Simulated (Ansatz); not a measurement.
# Gallium, bcc under BLYP: structure, energy and stiffness

Aim: take gallium in the bcc structure, relax it, solve it on a dense k-mesh, then scale the cell to 7 volumes from 88 to 112 % of the relaxed one and try a fit of the equation of state. Spin polarisation is left out. The k-meshes are 13×13×13 for the relaxation; 21×21×21 for the dense run; 14×14×14 for the volumes.

Program: Ansatz 0.2.0. Level of theory: DFT BLYP, plane waves (420 eV) with PAW, scalar-relativistic; the PAW data stem from PBE, with regenerated cores. These are calculated values, not measurements.

**1. The system as given**

Symmetry: Im-3m, No. 229, cubic system. Conventional cell: a = 3.397 Å, b = 3.397 Å, c = 3.397 Å, α = 90.00°, β = 90.00°, γ = 90.00°. Around Ga (site symmetry m-3m) lie 8 Ga at 2.94 Å.

Structure file:

```
CELL_PARAMETERS angstrom
-1.69835 1.69835 1.69835
1.69835 -1.69835 1.69835
1.69835 1.69835 -1.69835
ATOMIC_POSITIONS crystal
Ga 0.00000 0.00000 0.00000
```

**2. Geometry optimisation**

File input.yaml:

```yaml
crystal:
  lattice:
    - [-1.6983540166, 1.6983540166, 1.6983540166]
    - [1.6983540166, -1.6983540166, 1.6983540166]
    - [1.6983540166, 1.6983540166, -1.6983540166]
  atoms:
    - { symbol: Ga, position: [0.0, 0.0, 0.0] }
hamiltonian:
  xc: blyp
  pseudopotentials:
    kind: paw
    azcp:
      Ga: "pseudopotentials/Ga.paw.azcp"
basis:
  ecutwfc: 420
  fft_grid_basis: typed
kpoints:
  mp_grid: { grid: [13, 13, 13], shift: [0, 0, 0] }
magnetization:
  spin_polarized: false
scf:
  occupations: { method: fermi_dirac, width: 0.1 }
relax:
  max_steps: 60
  f_tol: 0.01
  cell: {}
```

On the command line:

```
> ansatz run input.yaml --threads 2 --pin off --max-ram 5120MiB --backend cpu --events-out ev --progress --plain --runs-dir out
```

The runs that follow: Dense single point; Equation of state: 88 %; Equation of state: 92 %; Equation of state: 96 %; Equation of state: 100 %; Equation of state: 104 %; Equation of state: 108 %; Equation of state: 112 %.

What does the calculation give? Wanted: space group; conventional cell; volume; shortest distance; gap on the mesh; relative to alpha-Ga; V₀, B₀, B₀′.

The runs gave:

```
                      quantity                         value
space group (spins left aside)               Im-3m (No. 229)
             conventional cell                   a = 3.526 Å
                        volume                21.923 Å³/atom
             shortest distance                       3.054 Å
               gap on the mesh  none (levels filled in part)
   relative to alpha-Ga (Cmce)                  +87 meV/atom
                   V₀, B₀, B₀′   22.030 Å³/atom, 28 GPa, 4.4
```

**Reading.** The relaxation enlarged the cell by 11.9 % in volume. It lies 87 meV/atom above the element's reference form at the same level (alpha-Ga (Cmce), from a run of its own). No gap shows: it is a metal or semimetal at this level. The fitted modulus is 28 GPa. Relaxation kept the symmetry; phonons were not checked.
